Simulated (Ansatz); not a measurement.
# AlAsFH3 (SMILES [F][AlH][AsH2]): functionals against CCSD(T) at one geometry

An exercise on one series of results from a longer session: the logs are not shown, and one member is left open.

Program: Ansatz 0.2.0, Gaussian basis. Level of theory: single points in def2-TZVPP. These are calculated values, not measurements.

Correlated methods freeze the cores. Filled d shells of the heavier atoms are correlated. B3LYP uses VWN-RPA correlation.

### Where the work starts

SMILES `[F][AlH][AsH2]`, 6 atoms, charge 0, spin multiplicity 1.

Atoms are counted from 1 here; the program's logs count them from 0.

Bond lengths: F1–Al2 1.595 Å, Al2–As3 2.390 Å, Al2–H4 1.527 Å, As3–H5 1.584 Å, As3–H6 1.625 Å. Angles: F1–Al2–As3 117.9°, F1–Al2–H4 115.5°, As3–Al2–H4 126.3°, Al2–As3–H5 89.0°, Al2–As3–H6 86.7°, H5–As3–H6 88.6°.

Geometry (Å):

```
F    -0.3273   -1.6137    1.1979
Al   -0.4903   -0.8148   -0.1727
As   -0.1214    1.5467   -0.1432
H    -0.7407   -1.6749   -1.4090
H     1.3135    1.3022   -0.7672
H     0.5269    1.3319    1.3315
```

The first run:

Input file run/in.yaml:

```yaml
crystal:
  periodic: [false, false, false]
  atoms:
    - {symbol: F, position_ang: [-0.327300, -1.613700, 1.197900]}
    - {symbol: Al, position_ang: [-0.490300, -0.814800, -0.172700]}
    - {symbol: As, position_ang: [-0.121400, 1.546700, -0.143200]}
    - {symbol: H, position_ang: [-0.740700, -1.674900, -1.409000]}
    - {symbol: H, position_ang: [1.313500, 1.302200, -0.767200]}
    - {symbol: H, position_ang: [0.526900, 1.331900, 1.331500]}
basis:
  gaussian: {orbitals: def2-TZVPP}
correlation: {method: ccsd_t}
output: {forces: true}
```

The command line of these runs was not kept.

Steps of the session up to this table: CCSD(T)/def2-TZVPP; PBE0-D4/def2-TZVPP; wB97M-V/def2-TZVPP; r2SCAN-D4/def2-TZVPP; PBE-D4/def2-TZVPP; B3LYP-D4/def2-TZVPP; wB97X-V/def2-TZVPP.

One table of the session follows, with a row left open; its other results are not shown here.

| method | RMS force component (eV/Å) | angle to CCSD(T) forces (°) | dipole (D) |
| --- | --- | --- | --- |
| CCSD(T) | 0.857 | reference | 0.96 |
| PBE0-D4 | 0.825 | 2.6 | 1.02 |
| wB97M-V | 0.881 | 2.9 | 1.03 |
| r2SCAN-D4 | 0.836 | 2.0 | 0.93 |
| PBE-D4 | 0.887 | 13.1 | 1.00 |
| B3LYP-D4 | 0.838 | 4.1 | 1.09 |
| wB97X-V | ? | ? | ? |

Estimate the missing values for wB97X-V.

**Answer.** RMS force component (eV/Å): 0.903; angle to CCSD(T) forces (°): 2.4; dipole (D): 0.97. In the column «RMS force component (eV/Å)» it is the highest.
